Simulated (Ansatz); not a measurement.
**C2H3F2NOSi: basis-set convergence**

Aim: see how fast density functionals converge with the basis set for C2H3F2NOSi.

The runs use Ansatz 0.2.0, Gaussian basis; one geometry, several basis sets.

The runs, in order: PBE0-D4/def2-SVP; ωB97M-V/def2-SVP; PBE0-D4/def2-QZVPP; ωB97M-V/def2-QZVPP; the functionals' def2-TZVPP values are taken from earlier runs.

### Step 1. Structure used throughout

All runs share one geometry, relaxed beforehand with PBE0-D4 in a triple-zeta def2 set.

SMILES `CO[Si](F)(F)C#N`, 10 atoms, charge 0, spin multiplicity 1.

Atoms are counted from 1 here; the program's logs count them from 0.

Bond lengths: C1–O2 1.419 Å, C1–H8 1.092 Å, C1–H9 1.093 Å, C1–H10 1.089 Å, O2–Si3 1.593 Å, Si3–F4 1.573 Å, Si3–F5 1.566 Å, Si3–C6 1.835 Å, C6–N7 1.151 Å. Angles: O2–C1–H8 110.5°, O2–C1–H9 111.0°, O2–C1–H10 107.5°, H8–C1–H9 109.5°, H8–C1–H10 109.2°, H9–C1–H10 109.0°, C1–O2–Si3 128.5°, O2–Si3–F4 113.1°, O2–Si3–F5 108.8°, O2–Si3–C6 110.8°, F4–Si3–F5 108.7°, F4–Si3–C6 106.4°, F5–Si3–C6 108.9°, Si3–C6–N7 176.6°.

Coordinates:

```mol
C2H3F2NOSi
  3D, bonds by distance, orders not assigned

 10  9  0  0  0  0  0  0  0  0999 V2000
    0.5153   -1.1398    1.0169 C   0  0
    0.7016   -0.6446   -0.3000 O   0  0
   -0.2279    0.3514   -1.1261 Si  0  0
   -1.6496   -0.2448   -1.4374 F   0  0
    0.4799    0.6945   -2.4799 F   0  0
   -0.5096    1.9063   -0.1924 C   0  0
   -0.6665    2.8485    0.4491 N   0  0
   -0.3138   -1.8500    1.0448 H   0  0
    0.3210   -0.3244    1.7186 H   0  0
    1.4327   -1.6483    1.3093 H   0  0
  1  2  8  0
  2  3  8  0
  3  4  8  0
  3  5  8  0
  3  6  8  0
  6  7  8  0
  1  8  8  0
  1  9  8  0
  1 10  8  0
M  END
```

### Step 2. PBE0-D4 in def2-SVP

Input file in.yaml:

```yaml
crystal:
  periodic: [false, false, false]
  atoms:
    - {symbol: C, position_ang: [0.515269, -1.139846, 1.016949]}
    - {symbol: O, position_ang: [0.701604, -0.644633, -0.300023]}
    - {symbol: Si, position_ang: [-0.227905, 0.351446, -1.126145]}
    - {symbol: F, position_ang: [-1.649579, -0.244793, -1.437411]}
    - {symbol: F, position_ang: [0.479918, 0.694472, -2.479937]}
    - {symbol: C, position_ang: [-0.509556, 1.906343, -0.192425]}
    - {symbol: N, position_ang: [-0.666498, 2.848451, 0.449100]}
    - {symbol: H, position_ang: [-0.313781, -1.849965, 1.044792]}
    - {symbol: H, position_ang: [0.320957, -0.324448, 1.718605]}
    - {symbol: H, position_ang: [1.432671, -1.648327, 1.309294]}
basis:
  gaussian: {orbitals: def2-SVP}
hamiltonian: {xc: pbe0, dispersion: d4}
output: {orbitals: {seedname: orbitals}}
```

The run is started by

```console
> ansatz run in.yaml --threads 4 --pin off --events-out ev --progress --plain --max-ram 10444MiB
```

Further steps of the session: ωB97M-V in def2-SVP; PBE0-D4 in def2-QZVPP; ωB97M-V in def2-QZVPP.

Q: Predict the results of all the runs planned. Wanted: PBE0-D4: double and triple zeta above quadruple; ωB97M-V: double and triple zeta above quadruple.

The runs gave:

```
                                       quantity           value
PBE0-D4: double and triple zeta above quadruple  17.63, 0.90 eV
ωB97M-V: double and triple zeta above quadruple  17.88, 0.84 eV
```

What this shows: For PBE0-D4 the step from double to triple zeta gains 16.73 eV and the next only 0.90 eV. These are total energies; as a rule much of such shifts cancels in differences, which this series doesn't test.
